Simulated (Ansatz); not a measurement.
# Be₂H₂ (singlet): from Hartree-Fock to the top rungs at distance Be1–H3 = 1.852 Å, cc-pVDZ

One table from this session's results is given with a row withheld; the runs are named, their logs left out.

Program: Ansatz 0.2.0, Gaussian basis. Level of theory: cc-pVDZ, core rule «outside noble gas», up to 2 orbitals frozen. These are calculated values, not measurements.

The runs, in order: UHF; CCSD(T) on RHF; BCCD(T) on RHF; CISD; CCSDT(Q) on RHF; CASSCF and MRCISD+Q, 2 electrons in 2 orbitals; CASSCF and NEVPT2, 2 electrons in 2 orbitals; Full CI.

45 further runs of the same task are left out: 25 for a known fault of the program, 13 that didn't finish, 7 set aside as unsound or not needed.

### The system

The geometry derives from a PBE0/def2-TZVP stationary point (not a proven minimum). One bond is set to the value named and the two fragments are kept rigid.

4 atoms, charge 0, spin multiplicity 1.

Atoms are counted from 1 here; the program's logs count them from 0.

Bond lengths: Be2–H4 1.348 Å.

Set-up of the first run:

Input file in.yaml:

```yaml
crystal:
  periodic: [false, false, false]
  atoms:
    - {symbol: Be, position_ang: [0.000000, 0.000000, 0.926610]}
    - {symbol: Be, position_ang: [0.000000, 0.000000, -1.178850]}
    - {symbol: H, position_ang: [0.000000, 0.000000, 2.778610]}
    - {symbol: H, position_ang: [0.000000, 0.000000, -2.526369]}
basis:
  gaussian: {orbitals: cc-pVDZ}
magnetization: {spin_polarized: true, initial_magnetization: 0}
hamiltonian: {xc: hf}
output: {orbitals: {seedname: orbitals}}
```

Launch:

```
> ansatz run in.yaml --threads 1 --pin off --events-out ev --progress --plain --max-ram 2393MiB
```

Steps of the session up to this table: UHF; CCSD(T) on RHF; BCCD(T) on RHF; CISD; CCSDT(Q) on RHF; CASSCF and MRCISD+Q, 2 electrons in 2 orbitals; CASSCF and NEVPT2, 2 electrons in 2 orbitals; Full CI.

One of the session's tables, all rows but one given; the rest of the session is left out.

```
       method  from FCI (meV)
          RHF         +3016.6
         RMP2          +871.9
         CISD          +215.8
        RCCSD           +62.6
     RCCSD(T)           +18.2
      BCCD(T)           +18.0
       RCCSDT            +2.3
    RCCSDT(Q)            +0.6
  CASSCF pair         +2439.5
  NEVPT2 pair               ?
  MRCISD pair          +137.8
MRCISD+Q pair           -31.5
          FCI               0
```

Estimate the missing values for NEVPT2 pair.

The run gave: from FCI (meV): +755.4. In the column «from FCI (meV)» it lies between CISD (+215.8) and RMP2 (+871.9).

Limits of these values: MRCISD+Q pair falls below full CI: the +Q correction isn't variational, and the cores differ from full CI's.
